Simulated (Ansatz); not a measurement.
# TeH2Se (SMILES [SeH][TeH]): a rigid scan of the dihedral angle H3–Se1–Te2–H4

Aim: the energy along the dihedral angle H3–Se1–Te2–H4, from CCSD(T) and from cheaper methods, relative to the minimum. No other atom is relaxed.

The runs use Ansatz 0.2.0, Gaussian basis; single points in def2-TZVPP.

Levels: PBE-D4, r2SCAN-D4, PBE0-D4, B3LYP-D4, wB97M-V, Hartree-Fock, MP2, CCSD, CCSD(T). The scan takes -73.3, -37.3, -1.3, 34.7, 70.7, 106.7, 142.7, 178.7, -145.3, -109.3°.

Cores are frozen in the correlated methods. Filled d shells of the heavier atoms are correlated. Core potentials replace the inner electrons past krypton, and spin-orbit coupling is left out. B3LYP uses VWN-RPA correlation.

28 further runs of the same task are left out: 28 set aside as unsound or not needed.

### Step 1. Where the work starts

The minimum, relaxed at PBE0-D4: SMILES `[SeH][TeH]`, 4 atoms, charge 0, spin multiplicity 1.

Atoms are counted from 1 here; the program's logs count them from 0.

Bond lengths: Se1–Te2 2.509 Å, Se1–H3 1.471 Å, Te2–H4 1.663 Å. Angles: Te2–Se1–H3 96.0°, Se1–Te2–H4 95.7°.

As a file:

```
Se    0.4479   -1.2424    0.3747
Te    0.5885    1.2350    0.0035
H    -0.8404   -1.2198    1.0852
H    -0.1960    1.2272   -1.4633
```

Energies of the minimum (eV), from earlier single points: PBE-D4 -72666.02318, r2SCAN-D4 -72678.49625, PBE0-D4 -72668.58895, B3LYP-D4 -72679.60965, wB97M-V -72671.30437, CCSD(T) -72621.05662.

At the minimum the dihedral angle H3–Se1–Te2–H4 is -90.1°.

### Step 2. H3–Se1–Te2–H4 = -73.3°

ccsdt-tzvpp/in.yaml

```yaml
crystal:
  periodic: [false, false, false]
  atoms:
    - {symbol: Se, position_ang: [0.447890, -1.242409, 0.374680]}
    - {symbol: Te, position_ang: [0.588478, 1.235025, 0.003465]}
    - {symbol: H, position_ang: [-0.840379, -1.219763, 1.085159]}
    - {symbol: H, position_ang: [-0.581941, 1.291943, -1.177115]}
basis:
  gaussian: {orbitals: def2-TZVPP}
correlation: {method: ccsd_t}
```

The command line of these runs was not kept.

The runs that follow: H3–Se1–Te2–H4 = -37.3°; H3–Se1–Te2–H4 = -1.3°; H3–Se1–Te2–H4 = 34.7°; H3–Se1–Te2–H4 = 70.7°; H3–Se1–Te2–H4 = 106.7°; H3–Se1–Te2–H4 = 142.7°; H3–Se1–Te2–H4 = 178.7°; H3–Se1–Te2–H4 = -145.3°; H3–Se1–Te2–H4 = -109.3°.

**Question.** What will these runs give? Wanted: highest point, CCSD(T); lowest point, CCSD(T); RMS deviation from CCSD(T); largest T1 diagnostic.

As calculated:

| quantity | value |
| --- | --- |
| highest point, CCSD(T) | 6.9 kcal/mol at -1.3° |
| lowest point, CCSD(T) | 0.0 kcal/mol at -90.1° |
| RMS deviation from CCSD(T) | PBE-D4 0.2, r2SCAN-D4 0.2, PBE0-D4 0.0, B3LYP-D4 0.0, wB97M-V 0.1, Hartree-Fock 0.1, MP2 0.0, CCSD 0.1 kcal/mol |
| largest T1 diagnostic | 0.010 |

**Reading.** Over the points sampled the torsion costs at most 6.9 kcal/mol, a hindered rotation that is fast at room temperature. A rigid scan overstates barriers, since nothing else may give way. The curve of B3LYP-D4 lies nearest to CCSD(T), that of r2SCAN-D4 farthest.
